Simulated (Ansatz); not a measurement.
**BH₉SSi₃: up Jacob's ladder to CCSD(T)**

The task here is to estimate one member of a computed series from the others.

Method: functionals in def2-TZVPP, the program's frozen cores in correlated methods; program: Ansatz 0.2.0, Gaussian basis.

Levels to be run: LDA (SPW92), PBE-D4, revPBE-D4, BLYP-D4, r2SCAN-D4, B97M-V, PBE0-D4, B3LYP-D4, r2SCANh-D4, r2SCAN0-D4, HSE06-D4, BHLYP-D4, CAM-B3LYP-D4, LC-ωPBE, ωB97X-V, ωB97M-V, B2PLYP, PBE-QIDH; CCSD(T)/def2-SVP; CCSD(T)/def2-TZVPP; MP2/def2-QZVPP; extrapolation to the limit; RPA on PBE.

## Structure used throughout

All runs share one geometry, relaxed beforehand with PBE0-D4 in a triple-zeta def2 set.

SMILES `BS[SiH2][SiH2][SiH3]`, 14 atoms, charge 0, spin multiplicity 1.

Atoms are counted from 1 here; the program's logs count them from 0.

Bond lengths: B1–S2 1.773 Å, B1–H6 1.195 Å, B1–H7 1.192 Å, S2–Si3 2.164 Å, Si3–Si4 2.337 Å, Si3–H8 1.487 Å, Si3–H9 1.485 Å, Si4–Si5 2.339 Å, Si4–H10 1.491 Å, Si4–H11 1.490 Å, Si5–H12 1.486 Å, Si5–H13 1.487 Å, Si5–H14 1.488 Å. Angles: S2–B1–H6 121.4°, S2–B1–H7 117.0°, H6–B1–H7 121.6°, B1–S2–Si3 100.0°, S2–Si3–Si4 109.0°, S2–Si3–H8 106.2°, S2–Si3–H9 109.0°, Si4–Si3–H8 111.4°, Si4–Si3–H9 112.0°, H8–Si3–H9 109.1°, Si3–Si4–Si5 111.6°, Si3–Si4–H10 109.6°, Si3–Si4–H11 108.0°, Si5–Si4–H10 109.8°, Si5–Si4–H11 109.4°, H10–Si4–H11 108.4°, Si4–Si5–H12 110.3°, Si4–Si5–H13 110.2° and more.

Set-up of the first run:

The input, in.yaml:

```yaml
crystal:
  periodic: [false, false, false]
  atoms:
    - {symbol: B, position_ang: [-0.433950, 2.115122, 1.003857]}
    - {symbol: S, position_ang: [-1.066634, 0.858127, 2.082482]}
    - {symbol: Si, position_ang: [-1.692879, -0.610820, 0.621400]}
    - {symbol: Si, position_ang: [0.201017, -1.643530, -0.277962]}
    - {symbol: Si, position_ang: [1.709869, -0.077381, -1.139744]}
    - {symbol: H, position_ang: [-0.480352, 1.996801, -0.184340]}
    - {symbol: H, position_ang: [0.023684, 3.088874, 1.517085]}
    - {symbol: H, position_ang: [-2.546424, -1.585794, 1.351015]}
    - {symbol: H, position_ang: [-2.507977, 0.061307, -0.422723]}
    - {symbol: H, position_ang: [-0.210403, -2.593264, -1.351214]}
    - {symbol: H, position_ang: [0.860424, -2.420318, 0.809069]}
    - {symbol: H, position_ang: [1.081923, 0.688629, -2.248037]}
    - {symbol: H, position_ang: [2.132252, 0.869579, -0.073279]}
    - {symbol: H, position_ang: [2.916449, -0.776431, -1.658807]}
basis:
  gaussian: {orbitals: def2-TZVPP}
hamiltonian: {xc: lda}
output: {orbitals: {seedname: orbitals}}
```

Among the steps run: LDA; PBE-D4 (GGA); revPBE-D4 (GGA); BLYP-D4 (GGA); r2SCAN-D4 (meta-GGA); B97M-V (meta-GGA); PBE0-D4 (hybrid); B3LYP-D4 (hybrid); r2SCANh-D4 (hybrid); r2SCAN0-D4 (hybrid); HSE06-D4 (hybrid); BHLYP-D4 (hybrid); CAM-B3LYP-D4 (range-separated); LC-ωPBE (range-separated); ωB97X-V (range-separated); ωB97M-V (range-separated); B2PLYP (double hybrid); PBE-QIDH (double hybrid).

One table of the session follows, with a row left open; its other results are not shown here.

It belongs to the step «Orbital energies across the functionals». 

| functional | HOMO (eV) | LUMO (eV) | gap (eV) |
| --- | --- | --- | --- |
| LDA (SPW92) | -6.86 | -2.79 | 4.07 |
| PBE-D4 | -6.75 | -2.53 | 4.22 |
| revPBE-D4 | -6.70 | -2.42 | 4.28 |
| BLYP-D4 | -6.58 | -2.34 | 4.24 |
| r2SCAN-D4 | -6.97 | -2.26 | 4.71 |
| B97M-V | ? | ? | ? |
| PBE0-D4 | -7.78 | -1.61 | 6.17 |
| B3LYP-D4 | -7.57 | -1.77 | 5.79 |
| r2SCANh-D4 | -7.35 | -1.93 | 5.42 |
| r2SCAN0-D4 | -7.93 | -1.46 | 6.47 |
| HSE06-D4 | -7.39 | -1.99 | 5.40 |
| BHLYP-D4 | -8.69 | -0.55 | 8.13 |
| CAM-B3LYP-D4 | -8.99 | -0.48 | 8.51 |
| LC-ωPBE | -10.28 | 0.61 | 10.89 |
| ωB97X-V | -9.96 | 0.53 | 10.50 |
| ωB97M-V | -9.77 | 0.32 | 10.08 |

Estimate the missing values for B97M-V.

**Answer.** HOMO (eV): -7.10; LUMO (eV): -2.35; gap (eV): 4.75. In the column «HOMO (eV)» it lies between r2SCANh-D4 (-7.35) and r2SCAN-D4 (-6.97).
